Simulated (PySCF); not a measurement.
# ROCCSD(T)/STO-3G run of GeH2F (SMILES [F][GeH2])

What is the vertical doublet–quartet gap of GeH2F at ROCCSD(T)/STO-3G? The job is set up through a Python script.

Program for the calculation: PySCF 2.14.0.

8 further runs of the same task are left out: 2 that didn't finish, 6 set aside as unsound or not needed.

### Step 1. The structure to begin with

The species is GeH2F (4 atoms), meant as a doublet with charge 0. As SMILES, `[F][GeH2]`. The shape is that of a PBE0-D4/def2-TZVP optimisation.

Bond lengths: F1–Ge2 1.745 Å, Ge2–H3 1.549 Å, Ge2–H4 1.549 Å. Angles: F1–Ge2–H3 105.4°, F1–Ge2–H4 105.4°, H3–Ge2–H4 113.3°.

### Step 2. The energy at ROCCSD(T)/STO-3G

run.py

```python
# [F][GeH2]
from pyscf import gto, scf, cc

mol = gto.Mole()
mol.atom = [
    ('F', (0.138200, -0.585400, 1.442000)),
    ('Ge', (0.305700, -0.223200, -0.257100)),
    ('H', (-1.078800, -0.527800, -0.882000)),
    ('H', (0.690400, 1.276000, -0.323100)),
]
mol.spin = 1
mol.basis = 'sto-3g'
mol.verbose = 3
mol.max_memory = 1860
mol.build()

mf = scf.ROHF(mol)
mf.conv_tol = 1e-10
mf.kernel()
if not mf.converged:
    mf = mf.newton().run(mf.mo_coeff, mf.mo_occ)

mycc = cc.CCSD(mf, frozen=10)
mycc.kernel()
e_t = mycc.ccsd_t()
e_tot = mycc.e_tot + e_t
print(f'total energy: {e_tot:.8f} hartree')
```

Started as:

```
$ OMP_NUM_THREADS=1 python run.py
```

The log of the run:

```text
converged SCF energy = -2150.9038253314

WARN: RCCSD method does not support ROHF method. ROHF object is converted to UHF object and UCCSD method is called.

E(UCCSD) = -2150.972430634293  E_corr = -0.06860530289722772
UCCSD(T) correction = -0.00266122401998022
total energy: -2150.97509186 hartree
```

It took 2.2 s on 1 thread of AMD EPYC 7R43 (Zen 3), shared host; peak memory 0.1 GiB.

### Step 3. The quartet at the same level

job.py

```python
from pyscf import gto, scf, cc

mol = gto.Mole()
mol.atom = '''
F      0.138200    -0.585400     1.442000
Ge     0.305700    -0.223200    -0.257100
H     -1.078800    -0.527800    -0.882000
H      0.690400     1.276000    -0.323100
'''
mol.max_memory = 1860
mol.spin = 3
mol.verbose = 4
mol.basis = 'sto-3g'
mol.build()

mf = scf.ROHF(mol)
mf.conv_tol = 1e-10
mf.kernel()
if not mf.converged:
    mf = mf.newton().run(mf.mo_coeff, mf.mo_occ)

mycc = cc.CCSD(mf, frozen=10)
mycc.kernel()
e_t = mycc.ccsd_t()
e_final = mycc.e_tot + e_t
print('Final energy', e_final)
```

Started as:

```
$ OMP_NUM_THREADS=1 python job.py
```

The log of the run:

```text
PySCF version 2.14.0

[INPUT] num. atoms = 4
[INPUT] num. electrons = 43
[INPUT] charge = 0
[INPUT] spin (= nelec alpha-beta = 2S) = 3
[INPUT] symmetry False subgroup None
[INPUT] Mole.unit = angstrom
[INPUT] Symbol           X                Y                Z      unit          X                Y                Z       unit  Magmom
[INPUT]  1 F      0.138200000000  -0.585400000000   1.442000000000 AA    0.261160150415  -1.106245673320   2.724985071623 Bohr   0.0
[INPUT]  2 Ge     0.305700000000  -0.223200000000  -0.257100000000 AA    0.577689276280  -0.421786871003  -0.485848586626 Bohr   0.0
[INPUT]  3 H     -1.078800000000  -0.527800000000  -0.882000000000 AA   -2.038636543181  -0.997397448545  -1.666738441866 Bohr   0.0
[INPUT]  4 H      0.690400000000   1.276000000000  -0.323100000000 AA    1.304666916400   2.411290534945  -0.610570510847 Bohr   0.0

[... 54 lines left out ...]
converged SCF energy = -2150.62273501251
[... 1 line left out ...]
WARN: RCCSD method does not support ROHF method. ROHF object is converted to UHF object and UCCSD method is called.
[... 12 lines left out ...]
Init t2, MP2 energy = -0.0249969338367853
[... 19 lines left out ...]
UCCSD converged
[... 2 lines left out ...]
Final energy -2150.6662500822613
```

Wall time 2.1 s (1 thread of AMD EPYC 7R43 (Zen 3), shared host); peak memory 0.11 GiB.

### Step 4. Outcome

Level: ROCCSD(T)/STO-3G, 10 core orbitals frozen.

```
                                             quantity           value
                                doublet: total energy  -2150.97509 Eh
        doublet: dipole moment (Hartree–Fock density)          1.50 D
doublet: correlation energy (10 core orbitals frozen)       -71.3 mEh
                              doublet: (T) correction       -2.66 mEh
           doublet: ⟨S²⟩ of the reference determinant           0.750
                               doublet: T1 diagnostic           0.015
                                quartet: total energy  -2150.66625 Eh
        quartet: dipole moment (Hartree–Fock density)          2.15 D
quartet: correlation energy (10 core orbitals frozen)       -43.5 mEh
                              quartet: (T) correction       -0.49 mEh
           quartet: ⟨S²⟩ of the reference determinant           3.750
                               quartet: T1 diagnostic           0.011
     vertical energy of the quartet above the doublet        8.404 eV
```

At this shape the quartet lies 8.40 eV (811 kJ/mol) above the doublet. In a minimal basis such a difference can be off by several eV, whatever the method. Mulliken charges (doublet) of the mean-field density run from -0.30 on F1 to +0.56 on Ge2. The triples (doublet) make up 3.7 % of the correlation energy. Mulliken charges (quartet) of the mean-field density run from -0.13 on H3 to +0.16 on F1. The triples (quartet) make up 1.1 % of the correlation energy.
